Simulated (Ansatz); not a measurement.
**revPBE/def2-SVP run of CH5AlO2 (SMILES C[Al](O)O)**

Aim: the electronic atomisation energy of CH5AlO2 at revPBE/def2-SVP, from 5 runs. 

The calculation is run with Ansatz 0.2.0.

### Step 1. The structure to begin with

The species is CH5AlO2 (9 atoms), meant as a singlet with charge 0. As SMILES, `C[Al](O)O`. Geometry: relaxed at PBE0-D4/def2-TZVP. This is one conformer, not always the lowest.

Bond lengths: C1–Al2 1.933 Å, Al2–O3 1.698 Å, Al2–O4 1.698 Å, C1–H5 1.093 Å, C1–H6 1.092 Å, C1–H7 1.094 Å, O3–H8 0.954 Å, O4–H9 0.955 Å. Some angles: C1–Al2–O3 118.6°, C1–Al2–O4 119.1°, O3–Al2–O4 122.3°, Al2–C1–H5 111.1°, Al2–C1–H6 111.7°, Al2–C1–H7 110.8°, Al2–O3–H8 125.6°, Al2–O4–H9 125.4°, H5–C1–H6 108.4°, H5–C1–H7 106.8°.

### Step 2. The energy at revPBE/def2-SVP

File molecule.yaml:

```yaml
crystal:
  periodic: [false, false, false]
  atoms:
    - {symbol: C, position_ang: [-0.025110, 1.109820, -1.034090]}
    - {symbol: Al, position_ang: [-0.001290, -0.302910, 0.285630]}
    - {symbol: O, position_ang: [0.957740, -1.672870, -0.006720]}
    - {symbol: O, position_ang: [-0.933740, -0.131550, 1.694140]}
    - {symbol: H, position_ang: [-0.226970, 0.712350, -2.032300]}
    - {symbol: H, position_ang: [-0.780650, 1.863510, -0.803740]}
    - {symbol: H, position_ang: [0.945840, 1.611200, -1.084700]}
    - {symbol: H, position_ang: [1.048330, -2.422320, 0.577320]}
    - {symbol: H, position_ang: [-0.984140, -0.767250, 2.404460]}
basis:
  gaussian:
    orbitals: def2-SVP
hamiltonian:
  xc: {name: revPBE}
accuracy: high
output:
  orbitals: {seedname: orbitals}
```

Command:

```console
$ ansatz run molecule.yaml --threads 1 --pin off --max-ram 3480MiB --events-out events.jsonl --progress --plain --runs-dir runs
```

The program printed:

```text
Warning: RAYON_NUM_THREADS=1 ignored (pool sized by the plan → 1); use --threads N
Functional definition: revPBE
  name "revPBE"
  parameter kappa = 1.245
  parameter beta = 0.06672455060314922
  exchange = pbe_x(kappa = kappa, mu = beta*pi^2/3)
  correlation = pbe_c(beta = beta)
1886 factors; integrals over basis functions are off by at most 1.0e-8 eV
mean field evaluation 1: about -11785.2489 eV, gradient 9.6e1 eV
mean field evaluation 2: about -11737.3302 eV, gradient 1.7e2 eV
mean field evaluation 4: about -11802.9060 eV, gradient 1.3e1 eV
mean field evaluation 8: about -11803.3075 eV, gradient 2.9e-1 eV
mean field evaluation 16: about -11803.3077 eV, gradient 2.3e-6 eV
mean field -11803.30766039 eV, -433.7635559501 hartree, gradient 3.1e-8 eV, S^2 0.000000; 0 other end points of the search recorded, 0 dependent functions left out
reference -11803.30766518 eV, -433.7635561259 hartree; 20, 20 occupied and 65, 65 virtual orbitals, 1886 factors
Total energy: -11803.30766518 eV, -433.7635561259 hartree
```

Run time: 3.3 s. Hardware: 1 thread of AMD EPYC 9R14 (Zen 4), shared host; peak memory 0.23 GiB.

### Step 3. The Al atom, same level

File molecule.yaml:

```yaml
crystal:
  periodic: [false, false, false]
  atoms:
    - symbol: Al
      position_ang: [0.000000, 0.000000, 0.000000]
basis:
  gaussian: {orbitals: def2-SVP}
magnetization: {spin_polarized: true, initial_magnetization: 1}
hamiltonian: {xc: {name: revPBE}}
accuracy: high
```

Command:

```console
$ ansatz run molecule.yaml --threads 1 --pin off --max-ram 3480MiB --events-out events.jsonl --progress --plain --runs-dir runs
```

The program printed, shortened:

```text
Warning: RAYON_NUM_THREADS=1 ignored (pool sized by the plan → 1); use --threads N
[... 6 set-up lines as earlier in the session ...]
142 factors; integrals over basis functions are off by at most 1.6e-9 eV
mean field evaluation 1: about -6591.3432 eV, gradient 1.5e0 eV
mean field evaluation 2: about -6591.3790 eV, gradient 3.1e-1 eV
mean field evaluation 4: about -6591.3802 eV, gradient 1.2e-1 eV
mean field evaluation 8: about -6591.3803 eV, gradient 6.0e-5 eV
mean field evaluation 16: about -6591.3803 eV, gradient 5.1e-2 eV
mean field evaluation 32: about -6591.3803 eV, gradient 2.6e-4 eV
mean field -6591.38028642 eV, -242.2287577279 hartree, gradient 8.6e-9 eV, S^2 0.753066; 3 other end points of the search recorded, 0 dependent functions left out
reference -6591.38028874 eV, -242.2287578132 hartree; 7, 6 occupied and 11, 12 virtual orbitals, 142 factors
Total energy: -6591.38028874 eV, -242.2287578132 hartree
```

Run time: 0.72 s. Hardware: 1 thread of AMD EPYC 9R14 (Zen 4), shared host.

### Step 4. The C atom, same level

File molecule.yaml:

```yaml
crystal:
  periodic: [false, false, false]
  atoms:
    - symbol: C
      position_ang: [0.000000, 0.000000, 0.000000]
basis:
  gaussian: {orbitals: def2-SVP}
hamiltonian: {xc: {name: revPBE}}
accuracy: high
magnetization: {spin_polarized: true, initial_magnetization: 2}
```

Run the same way, it converges to -37.80104 Eh (log not shown).

### Step 5. The H atom, same level

File run.yaml:

```yaml
crystal:
  periodic: [false, false, false]
  atoms:
    - {symbol: H, position_ang: [0.000000, 0.000000, 0.000000]}
basis:
  gaussian:
    orbitals: def2-SVP
magnetization:
  spin_polarized: true
  initial_magnetization: 1
hamiltonian:
  xc: {name: revPBE}
accuracy: high
```

Run the same way, it converges to -0.50319 Eh (log not shown).

### Step 6. The O atom at the same level

File job.yaml:

```yaml
crystal:
  periodic: [false, false, false]
  atoms:
    - symbol: O
      position_ang: [0.000000, 0.000000, 0.000000]
basis:
  gaussian:
    orbitals: def2-SVP
accuracy: high
hamiltonian:
  xc: {name: revPBE}
magnetization:
  spin_polarized: true
  initial_magnetization: 2
```

Run the same way, it converges to -74.97644 Eh (log not shown).

### Step 7. Outcome

Level: revPBE/def2-SVP.

| quantity | value |
| --- | --- |
| molecule: total energy | -433.76356 Eh |
| molecule: HOMO energy | -6.72 eV |
| molecule: LUMO energy | -0.53 eV |
| molecule: HOMO–LUMO gap | 6.19 eV |
| Al atom: total energy | -242.22876 Eh |
| Al atom: ⟨S²⟩ | 0.753 |
| C atom: total energy | -37.80104 Eh |
| C atom: ⟨S²⟩ | 2.002 |
| H atom: total energy | -0.50319 Eh |
| H atom: ⟨S²⟩ | 0.750 |
| O atom: total energy | -74.97644 Eh |
| O atom: ⟨S²⟩ | 2.002 |
| electronic atomisation energy | 34.420 eV |

**Reading.** Taking the molecule apart into free atoms costs 34.42 eV (794 kcal/mol), before zero-point energy and without spin-orbit coupling.
